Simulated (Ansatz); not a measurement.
# ClFGeH₄SSi: up Jacob's ladder to CCSD(T)

One table from this session's results is given with a row withheld; the runs are named, their logs left out.

Computed with Ansatz 0.2.0, Gaussian basis. Level: functionals in def2-TZVPP, the program's frozen cores in correlated methods.

Levels to be run: PBE-D4, r2SCAN-D4, PBE0-D4, B3LYP-D4, ωB97X-V, ωB97M-V, B2PLYP; CCSD(T)/def2-TZVPP; MP2/def2-QZVPP; extrapolation to the limit.

## Structure used throughout

An earlier PBE0-D4 in a triple-zeta def2 set relaxation fixed the geometry.

SMILES `[F][Ge]([SiH3])([SH])[Cl]`, 9 atoms, charge 0, spin multiplicity 1.

Atoms are counted from 1 here; the program's logs count them from 0.

Bond lengths: F1–Ge2 1.740 Å, Ge2–Si3 2.386 Å, Ge2–S4 2.205 Å, Ge2–Cl5 2.143 Å, Si3–H6 1.482 Å, Si3–H7 1.482 Å, Si3–H8 1.484 Å, S4–H9 1.345 Å. Angles: F1–Ge2–Si3 107.7°, F1–Ge2–S4 108.2°, F1–Ge2–Cl5 105.6°, Si3–Ge2–S4 117.8°, Si3–Ge2–Cl5 111.9°, S4–Ge2–Cl5 105.0°, Ge2–Si3–H6 108.5°, Ge2–Si3–H7 107.5°, Ge2–Si3–H8 107.6°, H6–Si3–H7 111.3°, H6–Si3–H8 111.1°, H7–Si3–H8 110.7°, Ge2–S4–H9 92.6°.

Set-up of the first run:

The input, in.yaml:

```yaml
crystal:
  periodic: [false, false, false]
  atoms:
    - {symbol: F, position_ang: [2.148928, 0.135446, -0.733662]}
    - {symbol: Ge, position_ang: [0.483548, -0.367714, -0.744999]}
    - {symbol: Si, position_ang: [-0.397328, -0.015688, 1.443843]}
    - {symbol: S, position_ang: [-0.525775, 0.632058, -2.430767]}
    - {symbol: Cl, position_ang: [0.512277, -2.445063, -1.269116]}
    - {symbol: H, position_ang: [0.490343, -0.687213, 2.422196]}
    - {symbol: H, position_ang: [-1.762951, -0.590618, 1.471463]}
    - {symbol: H, position_ang: [-0.440289, 1.448585, 1.680347]}
    - {symbol: H, position_ang: [-0.420055, 1.844006, -1.856604]}
basis:
  gaussian: {orbitals: def2-TZVPP}
hamiltonian: {xc: pbe, dispersion: d4}
output: {forces: true, orbitals: {seedname: orbitals}}
```

The run is started by

```console
> ansatz run in.yaml --threads 4 --pin off --events-out ev --progress --plain --max-ram 10444MiB
```

Among the steps run: PBE-D4 (GGA); r2SCAN-D4 (meta-GGA); PBE0-D4 (hybrid); B3LYP-D4 (hybrid); ωB97X-V (range-separated); ωB97M-V (range-separated); B2PLYP (double hybrid); CCSD(T) in def2-TZVPP; MP2 in def2-QZVPP.

One of the session's tables, all rows but one given; the rest of the session is left out.

```
            method  atomisation energy (kcal/mol)
            PBE-D4                          649.1
         r2SCAN-D4                          649.5
           PBE0-D4                          639.5
          B3LYP-D4                          638.7
           ωB97X-V                          652.5
           ωB97M-V                              ?
            B2PLYP                          632.5
     HF/def2-TZVPP                          465.3
    MP2/def2-TZVPP                          639.2
   CCSD/def2-TZVPP                          618.3
CCSD(T)/def2-TZVPP                          629.6
           MP2/CBS                          657.5
       CCSD(T)/CBS                          647.9
```

**Question.** Estimate the row for ωB97M-V.

**Answer.** atomisation energy (kcal/mol): 645.5. In the column «atomisation energy (kcal/mol)» it lies between PBE0-D4 (639.5) and CCSD(T)/CBS (647.9).

To keep in mind: Free atoms (1 F, 1 Ge, 1 Si, 1 S, 1 Cl, 4 H) were run apart at each level; the atomisation energy is their sum less the molecule, without zero-point or spin-orbit terms.
